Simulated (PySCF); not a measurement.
# H6N2Zn2 ((HZn-mu-NH2)2): the cost of one run

Programs: PySCF 2.14.0, with density-fitted response routines of our own. Each step states its level of theory. These are calculated values for one molecule in the gas phase, unless marked as measured. Atoms are numbered from 0 throughout.

## Step 1: The molecule as given

10 atoms, charge 0, multiplicity 1; geometry from: GFN2-xTB. The atoms were then displaced at random by about 0.03 Å, so the start is not that level's minimum.

Bonds of the start (Å): Zn0–H1 1.48, Zn0–N2 2.01, Zn0–N5 2.02, N2–Zn3 1.97, N2–H6 1.08, N2–H7 0.94, Zn3–H4 1.50, Zn3–N5 2.06, N5–H8 1.08, N5–H9 1.00.

## Step 2: Relaxing the molecule at PBE0-D3(BJ)/def2-SVP

The job: settings as JSON, then the geometry in Å.

```
{"job": {"xc": "PBE0", "basis": "def2-SVP", "d3": "d3bj", "grid": 1, "maxiter": 40, "shake": 0.03, "kind": "geom"}, "charge": 0, "multiplicity": 1}
Zn     0.703650     1.152940     0.032740
H      1.654340     2.259940     0.281470
N      0.376520    -0.255450    -1.362950
Zn    -0.171540    -1.339710     0.189810
H     -0.116610    -2.780580     0.609790
N     -0.835110     0.383290     1.099920
H      1.281640    -0.581110    -1.845880
H     -0.206510    -0.036280    -2.071360
H     -0.796450     0.443160     2.178660
H     -1.765290     0.677040     0.892220
```

Run with:

```bash
> OMP_NUM_THREADS=1 python probes_run.py task.json out
```

One launch serves the whole session: the jobs run in the order shown.

**Question.** How long does this first job take on 1 thread of Intel Xeon at 2.50GHz, shared host, and how much memory does it need?

About 4.4 min, with a peak of 0.49 GiB.
